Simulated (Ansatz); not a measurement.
**GaH2O2 radical: one species, many methods**

How much do the methods differ for GaH2O2 radical? The plan is to run it at one geometry with functionals of several rungs and with coupled cluster, and see how far each lands from CCSD(T) at the basis-set limit for the atomisation energy.

Program: Ansatz 0.2.0, Gaussian basis. Level of theory: functionals in def2-TZVPP, the program's frozen cores in correlated methods. These are calculated values, not measurements.

The runs, in order: LDA (SPW92), PBE-D4, revPBE-D4, BLYP-D4, r2SCAN-D4, B97M-V, PBE0-D4, B3LYP-D4, r2SCANh-D4, r2SCAN0-D4, HSE06-D4, BHLYP-D4, CAM-B3LYP-D4, LC-ωPBE, ωB97X-V, ωB97M-V, B2PLYP, PBE-QIDH; CCSD(T)/def2-SVP; CCSD(T)/def2-TZVPP; MP2/def2-QZVPP; extrapolation to the limit; RPA on PBE.

## (1) The geometry

All runs share one geometry, relaxed beforehand with PBE0-D4 in a triple-zeta def2 set.

5 atoms, charge 0, spin multiplicity 2.

Atoms are counted from 1 here; the program's logs count them from 0.

Bond lengths: O1–Ga2 1.804 Å, O1–H4 0.960 Å, Ga2–O3 1.795 Å, O3–H5 0.963 Å. Angles: Ga2–O1–H4 114.9°, O1–Ga2–O3 114.9°, Ga2–O3–H5 111.1°.

## (2) LDA

This LDA is Slater exchange with PW92 correlation.

Input file in.yaml:

```yaml
crystal:
  periodic: [false, false, false]
  atoms:
    - {symbol: O, position_ang: [-0.370588, 0.021627, -1.274366]}
    - {symbol: Ga, position_ang: [-0.311704, -0.753846, 0.353630]}
    - {symbol: O, position_ang: [0.618216, 0.154908, 1.591083]}
    - {symbol: H, position_ang: [-0.867432, -0.464636, -1.936469]}
    - {symbol: H, position_ang: [0.981509, 0.968245, 1.224721]}
basis:
  gaussian: {orbitals: def2-TZVPP}
magnetization: {spin_polarized: true, initial_magnetization: 1}
hamiltonian: {xc: lda}
output: {orbitals: {seedname: orbitals}}
```

Further steps of the session: PBE-D4 (GGA); revPBE-D4 (GGA); BLYP-D4 (GGA); r2SCAN-D4 (meta-GGA); B97M-V (meta-GGA); PBE0-D4 (hybrid); B3LYP-D4 (hybrid); r2SCANh-D4 (hybrid); r2SCAN0-D4 (hybrid); HSE06-D4 (hybrid); BHLYP-D4 (hybrid); CAM-B3LYP-D4 (range-separated); LC-ωPBE-D4 (range-separated); ωB97X-V (range-separated); ωB97M-V (range-separated); B2PLYP (double hybrid); PBE-QIDH (double hybrid); CCSD(T) in def2-SVP; CCSD(T) in def2-TZVPP; MP2 in def2-QZVPP; RPA on PBE orbitals.

Q: Predict the results of all the runs planned. Wanted: atomisation energy, CCSD(T)/CBS; farthest beyond LDA; mean size of error, GGA; mean size of error, meta-GGA; mean size of error, hybrid; mean size of error, range-separated; mean size of error, double hybrid; gap, smallest and largest; T1 diagnostic.

**Answer**, as computed:

```
                               quantity                                               value
        atomisation energy, CCSD(T)/CBS                                           16.646 eV
    functionals within 0.166 eV (1.0 %)  BLYP-D4, r2SCAN-D4, CAM-B3LYP-D4, LC-ωPBE, ωB97X-V
                    farthest beyond LDA                                BHLYP-D4 (-1.266 eV)
                mean size of error, GGA                                            0.235 eV
           mean size of error, meta-GGA                                            0.153 eV
             mean size of error, hybrid                                            0.520 eV
    mean size of error, range-separated                                            0.141 eV
      mean size of error, double hybrid                                            0.315 eV
              gap, smallest and largest            0.96 eV (LDA (SPW92)), 8.35 eV (LC-ωPBE)
                          T1 diagnostic                                              0.0171
triples share of the correlation energy                                               3.8 %
```

The LDA atomisation energy is off by 3.007 eV (18 %): it overbinds. PBE-D4 misses by +0.316 eV. Double hybrids carry the basis error of their MP2 part in triple zeta, and no dispersion term here, so their miss is partly the set-up's. The rungs range-separated, meta-GGA miss on average by less than the doubt on the reference (0.166 eV), so they tie; hybrid functionals have the largest mean beyond LDA (0.520 eV), BHLYP with half exact exchange included. The reference freezes the cores and leaves out relativity and excitations past (T), and its outer-core shells are covered unevenly, so misses under about 0.166 eV can't be ranked. Hartree-Fock recovers 64 % of the binding; the rest is correlation. CCSD(T) in def2-SVP is off by -1.452 eV, more than most functionals: a good method in a small basis is no reference. The gap grows from 1.0 to 8.3 eV across the functionals, mostly with the share of exact exchange. Correlated methods include outer-core shells of Ga, which these sets cover unevenly.
